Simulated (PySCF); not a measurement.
# C₄H₅FO₂: electronic excitations at several levels of theory

Aim: compute the electronic excitations of C₄H₅FO₂ (`O=C[C@@H](F)[C@H]1CO1`) at several levels, and see how far they spread and what each costs.

Programs: PySCF 2.14.0, with density-fitted response routines of our own. Each step states its level of theory. These are calculated values for one molecule in the gas phase, unless marked as measured. Atoms are numbered from 0 throughout.

### Step 1. The starting structure

12 atoms, charge 0, multiplicity 1; geometry from: GFN2-xTB. The atoms were then displaced at random by about 0.01 Å, so the start is not that level's minimum.

Bonds of the start (Å): O0–C1 1.19, C1–C2 1.51, C2–F3 1.34, C2–C4 1.54, C4–C5 1.47, C5–O6 1.41, O6–C4 1.40, C1–H7 1.08, C2–H8 1.13, C4–H9 1.07, C5–H10 1.08, C5–H11 1.08.

### Step 2. Geometry optimisation at PBE0-D3(BJ)/def2-SVP

What the job is given:

```
{"job": {"xc": "PBE0", "basis": "def2-SVP", "d3": "d3bj", "grid": 1, "shake": 0.01, "kind": "geom"}, "charge": 0, "multiplicity": 1}
O     -0.808730     1.962750    -0.076310
C     -1.402370     0.961390     0.163160
C     -0.730500    -0.307080     0.622990
F     -1.621480    -1.294660     0.744210
C      0.383940    -0.751560    -0.338080
C      1.572580     0.091750    -0.520330
O      1.626250    -1.108140     0.211540
H     -2.476060     0.857740     0.069240
H     -0.283130    -0.144370     1.651330
H      0.021420    -1.368260    -1.132170
H      1.669320     0.997160     0.064330
H      2.088460     0.075010    -1.468950
```

Command:

```sh
OMP_NUM_THREADS=1 python probes_run.py task.json out
```

This one command runs all jobs of the session in turn.

The log of the run:

```text
step   0  E = -404.91615958  max force = 0.039700
step   1  E = -404.92071622  max force = 0.008400
step   2  E = -404.92124274  max force = 0.003004
step   3  E = -404.92114714  max force = 0.007275
step   4  E = -404.92132334  max force = 0.003226
step   5  E = -404.92136539  max force = 0.001022
step   6  E = -404.92137514  max force = 0.000582
step   7  E = -404.92138497  max force = 0.000245
optimisation converged
```

It took 49 s on 1 thread of Arm Neoverse V1, shared host; peak memory 0.53 GiB.

The steps of the relaxation: (the energy doesn't fall at every step)

```csv
step,energy from step 0 (eV),largest force component (eV/Å)
0,0.0000,2.0415
1,-0.1240,0.4319
2,-0.1383,0.1545
3,-0.1357,0.3741
4,-0.1405,0.1659
5,-0.1417,0.0526
6,-0.1419,0.0299
7,-0.1422,0.0126
```

Distances of close pairs at the start and the end, largest changes first:

```csv
bond,before (Å),after (Å),change (Å)
C1–H7,1.083,1.121,+0.038
C2–F3,1.336,1.372,+0.036
C2–C4,1.537,1.503,-0.034
C4–H9,1.069,1.099,+0.030
C2–H8,1.133,1.106,-0.027
C5–H11,1.080,1.097,+0.017
C5–H10,1.082,1.097,+0.015
C1–C2,1.507,1.520,+0.013
```

The end geometry stands in the next job.

```csv
at the end point,value
point group (found at 0.08 Å tolerance),C1
"rotational constants (GHz, main isotopes)","3.678, 2.384, 1.535"
dipole moment (D),0.78
```

### Step 3. TDDFT and polarisability: PBE0/def2-SVP

What the job is given:

```
{"job": {"kind": "uv", "xc": "PBE0", "basis": "def2-SVP"}, "charge": 0, "multiplicity": 1}
O     -0.832019     1.967000    -0.436190
C     -1.429402     0.983837    -0.100415
C     -0.766660    -0.220784     0.547801
F     -1.718970    -1.194282     0.715159
C      0.390928    -0.742464    -0.256675
C      1.659763    -0.019922    -0.275200
O      1.506286    -1.215324     0.457544
H     -2.537811     0.872317    -0.222316
H     -0.387330     0.085732     1.540373
H      0.095044    -1.344030    -1.127514
H      1.762007     0.899978     0.313020
H      2.293570    -0.078228    -1.168229
```

Method: TDDFT PBE0/def2-SVP, vertical, gas phase, core orbitals frozen in the response.

The log of the run:

```text
coarse grid: 10704 points
cycle   1  E = -404.6504053258  dE =  1.190e+00  |g| = 1.001e+00  |ddm| = 3.679e+00
cycle   2  E = -404.0536464299  dE =  5.968e-01  |g| = 2.016e+00  |ddm| = 2.996e+00
cycle   3  E = -404.8402742492  dE = -7.866e-01  |g| = 1.672e-01  |ddm| = 2.168e+00
cycle   4  E = -404.8434758669  dE = -3.202e-03  |g| = 1.157e-01  |ddm| = 2.575e-01
cycle   5  E = -404.8458107525  dE = -2.335e-03  |g| = 2.015e-02  |ddm| = 1.061e-01
cycle   6  E = -404.8458873851  dE = -7.663e-05  |g| = 7.529e-03  |ddm| = 2.460e-02
cycle   7  E = -404.8458967176  dE = -9.332e-06  |g| = 1.927e-03  |ddm| = 7.021e-03
final grid: 105712 points
cycle   8  E = -404.9138714834  dE = -3.005e-06  |g| = 1.468e-02  |ddm| = 2.540e-02
cycle   9  E = -404.9137630978  dE =  1.084e-04  |g| = 2.797e-02  |ddm| = 3.412e-02
cycle  10  E = -404.9139121450  dE = -1.490e-04  |g| = 1.913e-03  |ddm| = 2.356e-02
cycle  11  E = -404.9139128727  dE = -7.277e-07  |g| = 3.500e-04  |ddm| = 1.662e-03
cycle  12  E = -404.9139128941  dE = -2.143e-08  |g| = 1.240e-04  |ddm| = 5.177e-04
cycle  13  E = -404.9139128975  dE = -3.328e-09  |g| = 1.910e-05  |ddm| = 1.482e-04
cycle  14  E = -404.9139128975  dE = -7.071e-11  |g| = 7.237e-06  |ddm| = 2.951e-05
converged SCF energy = -404.9139128975

Static polarisability (au): isotropic 44.202, principal 36.229 43.227 53.149

Singlet excitations
state   eV       nm        f      main configurations
  1   4.1776    296.8   0.00011   H->L 0.89, H-1->L 0.10
  2   5.8639    211.4   0.01032   H-1->L 0.89, H->L 0.10
  3   6.7503    183.7   0.00084   H-2->L 0.99
  4   7.7228    160.5   0.04257   H-3->L 0.94
  5   8.1302    152.5   0.00339   H-4->L 0.93
  6   8.2084    151.0   0.04141   H->L+1 0.82, H-1->L+1 0.08
  7   8.5328    145.3   0.01063   H-1->L+1 0.61, H->L+1 0.13
  8   8.7925    141.0   0.00434   H->L+2 0.88
  9   9.0529    137.0   0.06997   H->L+3 0.34, H-1->L+2 0.22, H-1->L+1 0.17
 10   9.1571    135.4   0.00603   H-5->L 0.74, H-6->L 0.18

Triplet excitations (Tamm-Dancoff, eV): 3.5102 5.6155 5.9703 6.6012
```

Wall time 17 s (1 thread of Arm Neoverse V1, shared host); peak memory 0.64 GiB.

The orbitals next to the gap, with their largest atomic shares:

```csv
orbital,eV,atoms
HOMO−3,-10.22,"F3 26 %, C2 14 %, C4 12 %"
HOMO−2,-9.29,"C5 29 %, O6 29 %, C4 28 %"
HOMO−1,-8.34,"O6 61 %, O0 12 %, C5 5 %"
HOMO,-7.87,"O0 49 %, O6 13 %, C2 12 %"
LUMO,-1.34,"C1 53 %, O0 32 %, H8 5 %"
LUMO+1,1.77,"C2 19 %, H11 16 %, C5 14 %"
LUMO+2,2.21,"H8 33 %, H9 20 %, C4 12 %"
```

With each of the 10 states as a Gaussian band of 0.4 eV half-width at 1/e, the curve within the window shown has maxima at 211 nm (ε 420), 154 nm (ε 2,600), 137 nm (ε 3,300) L/(mol cm). Beyond the last state computed it falls off for lack of states. The curve at chosen wavelengths:

(nm, ε (L/mol/cm)): (131, 1173), (140, 2860), (148, 2224), (157, 2469), (165, 1390), (174, 195), (183, 42), (191, 59), (200, 215), (208, 396), (217, 361), (226, 169), (234, 56), (243, 11), (251, 2), (260, 1), (269, 1), (277, 3), (286, 4), (294, 4), (303, 4), (312, 3), (320, 2), (329, 2), (337, 1), (346, 0)

Further results of this job:

```csv
property,computed
dipole moment (D),0.78
polarisability (Å³),6.55
HOMO–LUMO gap (eV),6.54
−ε(HOMO) (eV),7.87
```

### Step 4. Ultraviolet spectrum: PBE0/def2-TZVP

The job, as its differences from that of step 3:

```diff
@@ -1,2 +1,2 @@
-{"job": {"kind": "uv", "xc": "PBE0", "basis": "def2-SVP"}, "charge": 0, "multiplicity": 1}
+{"job": {"kind": "uv", "xc": "PBE0", "basis": "def2-TZVP"}, "charge": 0, "multiplicity": 1}
 O     -0.832019     1.967000    -0.436190
```

With the program's defaults for keys left out, this is: TDDFT PBE0/def2-TZVP, vertical, gas phase, core orbitals frozen in the response.

The log of the run:

```text
coarse grid: 10704 points
cycle   1  E = -405.1990222925  dE =  1.229e+00  |g| = 1.011e+00  |ddm| = 2.785e+00
cycle   2  E = -404.5823610698  dE =  6.167e-01  |g| = 2.083e+00  |ddm| = 2.642e+00
cycle   3  E = -405.3818292451  dE = -7.995e-01  |g| = 1.696e-01  |ddm| = 2.002e+00
cycle   4  E = -405.3845964602  dE = -2.767e-03  |g| = 1.272e-01  |ddm| = 2.389e-01
cycle   5  E = -405.3871681202  dE = -2.572e-03  |g| = 2.276e-02  |ddm| = 9.920e-02
cycle   6  E = -405.3872599508  dE = -9.183e-05  |g| = 8.746e-03  |ddm| = 2.449e-02
cycle   7  E = -405.3872717766  dE = -1.183e-05  |g| = 2.241e-03  |ddm| = 7.151e-03
cycle   8  E = -405.3872726346  dE = -8.580e-07  |g| = 6.272e-04  |ddm| = 2.692e-03
final grid: 105712 points
cycle   9  E = -405.3828715612  dE = -5.013e-05  |g| = 1.379e-02  |ddm| = 5.401e-02
cycle  10  E = -405.3827850362  dE =  8.653e-05  |g| = 2.590e-02  |ddm| = 2.216e-02
cycle  11  E = -405.3829044127  dE = -1.194e-04  |g| = 2.133e-03  |ddm| = 1.606e-02
cycle  12  E = -405.3829052454  dE = -8.326e-07  |g| = 5.989e-04  |ddm| = 1.735e-03
cycle  13  E = -405.3829052977  dE = -5.237e-08  |g| = 2.431e-04  |ddm| = 6.778e-04
cycle  14  E = -405.3829053090  dE = -1.130e-08  |g| = 3.614e-05  |ddm| = 2.533e-04
cycle  15  E = -405.3829053092  dE = -1.986e-10  |g| = 1.562e-05  |ddm| = 4.139e-05
converged SCF energy = -405.3829053092

Static polarisability (au): isotropic 50.566, principal 41.461 50.959 59.277

Singlet excitations
state   eV       nm        f      main configurations
  1   4.1567    298.3   0.00015   H->L 0.91
  2   5.8286    212.7   0.00946   H-1->L 0.92
  3   6.6360    186.8   0.00074   H-2->L 0.99
  4   7.6318    162.5   0.04148   H-3->L 0.95
  5   7.9341    156.3   0.02161   H->L+1 0.91
  6   8.1073    152.9   0.00134   H-4->L 0.92
  7   8.3057    149.3   0.00541   H-1->L+1 0.70, H-1->L+3 0.10
  8   8.3742    148.1   0.00444   H->L+2 0.92
  9   8.6481    143.4   0.03293   H->L+3 0.37, H-1->L+3 0.19, H-1->L+1 0.19
 10   8.7563    141.6   0.03577   H-1->L+2 0.38, H->L+4 0.24, H-1->L+4 0.16

Triplet excitations (Tamm-Dancoff, eV): 3.5204 5.5919 5.9453 6.4893
```

It took 48 s on 1 thread of Arm Neoverse V1, shared host; peak memory 1.1 GiB.

Key values: HOMO -8.00 eV, LUMO -1.52 eV; lowest singlet 4.16 eV.

### Step 5. TDDFT and polarisability: PBE0/aug-cc-pVDZ

The job, as its differences from that of step 4:

```diff
@@ -1,2 +1,2 @@
-{"job": {"kind": "uv", "xc": "PBE0", "basis": "def2-TZVP"}, "charge": 0, "multiplicity": 1}
+{"job": {"kind": "uv", "xc": "PBE0", "basis": "aug-cc-pVDZ"}, "charge": 0, "multiplicity": 1}
 O     -0.832019     1.967000    -0.436190
```

Method: TDDFT PBE0/aug-cc-pVDZ, vertical, gas phase, core orbitals frozen in the response.

The log of the run:

```text
coarse grid: 10704 points
cycle   1  E = -405.0937074003  dE =  1.253e+00  |g| = 9.488e-01  |ddm| = 8.555e+00
cycle   2  E = -404.5125429102  dE =  5.812e-01  |g| = 1.976e+00  |ddm| = 3.523e+00
cycle   3  E = -405.2659310889  dE = -7.534e-01  |g| = 1.513e-01  |ddm| = 2.422e+00
cycle   4  E = -405.2681158993  dE = -2.185e-03  |g| = 1.149e-01  |ddm| = 3.234e-01
cycle   5  E = -405.2703991801  dE = -2.283e-03  |g| = 1.900e-02  |ddm| = 1.426e-01
cycle   6  E = -405.2704648701  dE = -6.569e-05  |g| = 7.997e-03  |ddm| = 4.445e-02
cycle   7  E = -405.2704755022  dE = -1.063e-05  |g| = 1.896e-03  |ddm| = 1.065e-02
cycle   8  E = -405.2704761744  dE = -6.722e-07  |g| = 5.547e-04  |ddm| = 3.173e-03
final grid: 105712 points
cycle   9  E = -405.2763948751  dE = -1.409e-05  |g| = 1.304e-02  |ddm| = 1.744e-01
cycle  10  E = -405.2763146882  dE =  8.019e-05  |g| = 2.442e-02  |ddm| = 5.740e-02
cycle  11  E = -405.2764273982  dE = -1.127e-04  |g| = 2.141e-03  |ddm| = 3.178e-02
cycle  12  E = -405.2764283353  dE = -9.371e-07  |g| = 4.353e-04  |ddm| = 4.346e-03
cycle  13  E = -405.2764283665  dE = -3.113e-08  |g| = 1.705e-04  |ddm| = 8.537e-04
cycle  14  E = -405.2764283719  dE = -5.476e-09  |g| = 4.085e-05  |ddm| = 2.917e-04
cycle  15  E = -405.2764283722  dE = -2.723e-10  |g| = 1.600e-05  |ddm| = 7.970e-05
converged SCF energy = -405.2764283722

Static polarisability (au): isotropic 53.726, principal 44.413 54.899 61.866

Singlet excitations
state   eV       nm        f      main configurations
  1   4.1256    300.5   0.00019   H->L 0.91
  2   5.7576    215.3   0.00919   H-1->L 0.91
  3   6.5891    188.2   0.00077   H-2->L 0.99
  4   7.0562    175.7   0.01192   H->L+1 0.82
  5   7.3201    169.4   0.00120   H->L+2 0.90
  6   7.3767    168.1   0.02650   H->L+3 0.82, H-1->L+1 0.10
  7   7.5246    164.8   0.00954   H-1->L+1 0.52, H->L+4 0.24, H->L+3 0.09
  8   7.5652    163.9   0.02637   H-3->L 0.89
  9   7.6808    161.4   0.03265   H->L+4 0.57, H-1->L+1 0.17
 10   7.7571    159.8   0.03924   H-1->L+2 0.78, H-1->L+3 0.08

Triplet excitations (Tamm-Dancoff, eV): 3.4937 5.5539 5.9267 6.4482
```

Run time: 38 s. Hardware: 1 thread of Arm Neoverse V1, shared host; peak memory 0.8 GiB.

This run: HOMO -8.01 eV, LUMO -1.60 eV; lowest singlet 4.13 eV.

### Step 6. Ultraviolet spectrum: PBE0/6-31+G*

The job, as its differences from that of step 5:

```diff
@@ -1,2 +1,2 @@
-{"job": {"kind": "uv", "xc": "PBE0", "basis": "aug-cc-pVDZ"}, "charge": 0, "multiplicity": 1}
+{"job": {"kind": "uv", "xc": "PBE0", "basis": "6-31+G*"}, "charge": 0, "multiplicity": 1}
 O     -0.832019     1.967000    -0.436190
```

Level: TDDFT PBE0/6-31+G*, vertical, gas phase, core orbitals frozen in the response.

The log of the run:

```text
coarse grid: 10704 points
cycle   1  E = -405.1046514296  dE =  1.242e+00  |g| = 9.282e-01  |ddm| = 3.648e+00
cycle   2  E = -404.5502412950  dE =  5.544e-01  |g| = 1.930e+00  |ddm| = 3.009e+00
cycle   3  E = -405.2729811028  dE = -7.227e-01  |g| = 1.462e-01  |ddm| = 2.118e+00
cycle   4  E = -405.2749973320  dE = -2.016e-03  |g| = 1.114e-01  |ddm| = 2.862e-01
cycle   5  E = -405.2771760762  dE = -2.179e-03  |g| = 1.728e-02  |ddm| = 1.203e-01
cycle   6  E = -405.2772301162  dE = -5.404e-05  |g| = 7.365e-03  |ddm| = 3.474e-02
cycle   7  E = -405.2772391732  dE = -9.057e-06  |g| = 1.784e-03  |ddm| = 8.662e-03
final grid: 105712 points
cycle   8  E = -405.2304096767  dE = -3.203e-06  |g| = 1.411e-02  |ddm| = 6.170e-02
cycle   9  E = -405.2303079585  dE =  1.017e-04  |g| = 2.711e-02  |ddm| = 3.725e-02
cycle  10  E = -405.2304476478  dE = -1.397e-04  |g| = 1.939e-03  |ddm| = 2.540e-02
cycle  11  E = -405.2304484052  dE = -7.574e-07  |g| = 3.953e-04  |ddm| = 2.232e-03
cycle  12  E = -405.2304484325  dE = -2.731e-08  |g| = 1.407e-04  |ddm| = 8.354e-04
cycle  13  E = -405.2304484366  dE = -4.056e-09  |g| = 2.815e-05  |ddm| = 2.307e-04
cycle  14  E = -405.2304484367  dE = -1.327e-10  |g| = 1.290e-05  |ddm| = 5.920e-05
converged SCF energy = -405.2304484367

Static polarisability (au): isotropic 49.946, principal 40.682 50.793 58.364

Singlet excitations
state   eV       nm        f      main configurations
  1   4.1817    296.5   0.00017   H->L 0.89, H-1->L 0.10
  2   5.7928    214.0   0.01030   H-1->L 0.89, H->L 0.10
  3   6.6208    187.3   0.00063   H-2->L 0.99
  4   7.3416    168.9   0.01160   H->L+1 0.84
  5   7.6383    162.3   0.00130   H->L+2 0.81
  6   7.6567    161.9   0.03774   H-3->L 0.84, H->L+3 0.08
  7   7.7164    160.7   0.01376   H->L+3 0.65, H-3->L 0.10
  8   7.8247    158.5   0.01652   H-1->L+1 0.46, H->L+4 0.20, H->L+3 0.16
  9   7.9529    155.9   0.01840   H->L+4 0.33, H-1->L+1 0.29, H-1->L+4 0.21
 10   8.0055    154.9   0.05963   H->L+5 0.35, H-1->L+3 0.26, H-1->L+2 0.12

Triplet excitations (Tamm-Dancoff, eV): 3.5586 5.5861 5.9492 6.4817
```

Wall time 20 s (1 thread of Arm Neoverse V1, shared host); peak memory 0.71 GiB.

This run: HOMO -8.07 eV, LUMO -1.60 eV; lowest singlet 4.18 eV.

### Step 7. Side by side: electronic excitations

Excitations and ground-state properties, with basis size and wall time:

```csv
run,lowest singlet (eV),brightest (eV),f,gap (eV),α (Å³),μ (D),functions,time
PBE0/def2-SVP,4.18,9.05,0.070,6.54,6.55,0.78,123,17 s
PBE0/def2-TZVP,4.16,7.63,0.041,6.48,7.49,0.67,247,48 s
PBE0/aug-cc-pVDZ,4.13,7.76,0.039,6.41,7.96,0.69,206,38 s
PBE0/6-31+G*,4.18,8.01,0.060,6.47,7.40,0.83,136,20 s
```

### Step 8. What came out

| quantity | value |
| --- | --- |
| point group | C1 |
| rotational constants (main isotopes) | 3.68, 2.38, 1.53 GHz |
| lowest singlet (PBE0/def2-SVP) | 4.18 eV (297 nm), f = 0.000 |
| brightest single state of those computed | state 9, 9.05 eV, f = 0.070 |
| lowest triplet | 3.51 eV |
| range of the lowest singlet | 4.13 to 4.18 eV |

What this shows: Single values in the summary come from the first sound run of each kind (PBE0/def2-SVP), which need not be the best level. The start of the PBE0/def2-SVP relaxation was shaken at random by about 0.01 Å, so part of the energy gained, and of the first lengths quoted, undoes that. The optimisation took 7 steps and gained 0.142 eV; among the close pairs (by a distance rule), C1–H7 changed most, from 1.083 to 1.121 Å. The lowest singlet, at 4.18 eV, is HOMO→LUMO 0.89, HOMO−1→LUMO 0.10 and is dark; of the 10 states computed, the strongest absorption comes from state 9 at 9.05 eV. The lowest triplet lies 0.67 eV below the lowest singlet (triplets in Tamm-Dancoff, singlets in full TDDFT). At PBE0/def2-SVP, states above −ε(HOMO) (7.87 eV) lie where TDDFT describes them poorly and they hang on the basis; the brightest is among them. The basis of PBE0/def2-SVP has no diffuse functions, so Rydberg states are missing and the high states are unreliable. The lowest singlet runs from 4.13 eV (PBE0/aug-cc-pVDZ) to 4.18 eV (PBE0/6-31+G*), while the orbital gap spans 6.41 to 6.54 eV. The lowest state need not be the same one in every run.
